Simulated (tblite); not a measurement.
# C5H10OS: the cost of one run

Computed with tblite 0.8.0 and PySCF 2.14.0, with density-fitted response routines of our own, on a single molecule in the gas phase. Atoms are numbered from 0 throughout.

### 1 The molecule as given

17 atoms, charge 1, multiplicity 2; geometry from: force field or distance geometry start.

Bonds of the start (Å): C0–O1 1.43, O1–C2 1.37, C2–C3 1.31, C3–C4 1.50, C4–C5 1.53, C5–S6 1.80, C0–H7 1.11, C0–H8 1.10, C0–H9 1.12, C2–H10 1.10, C3–H11 1.07, C4–H12 1.10, C4–H13 1.11, C5–H14 1.11, C5–H15 1.11, S6–H16 1.38.

### 2 Geometry optimisation with GFN2-xTB

Job settings and geometry (Å):

```
{"job": {"kind": "relax", "xc": "GFN2-xTB", "basis": "xTB"}, "charge": 1, "multiplicity": 2}
C      2.530700     0.655700     0.180100
O      1.826500    -0.560800    -0.060900
C      0.870300    -0.544600    -1.040500
C     -0.411100    -0.766500    -0.859700
C     -1.022500    -1.104400     0.470900
C     -2.050600    -0.001800     0.725700
S     -1.167400     1.567500     0.759700
H      3.251900     0.458600     1.000200
H      3.103800     0.881600    -0.737000
H      1.808300     1.467900     0.443200
H      1.205100    -0.308400    -2.061500
H     -1.083100    -0.731400    -1.697700
H     -0.281900    -1.198100     1.282900
H     -1.616900    -2.026200     0.308100
H     -2.621900    -0.225400     1.648600
H     -2.690600     0.003100    -0.184300
H     -1.657600     2.445300    -0.187700
```

Started as:

```bash
$ OMP_NUM_THREADS=1 python probes_run.py task.json out
```

The driver reads the jobs from task.json and runs them one after another.

**Question.** How long does this first job take on 1 thread of Intel Xeon at 2.50GHz, shared host?

About 2.8 s.
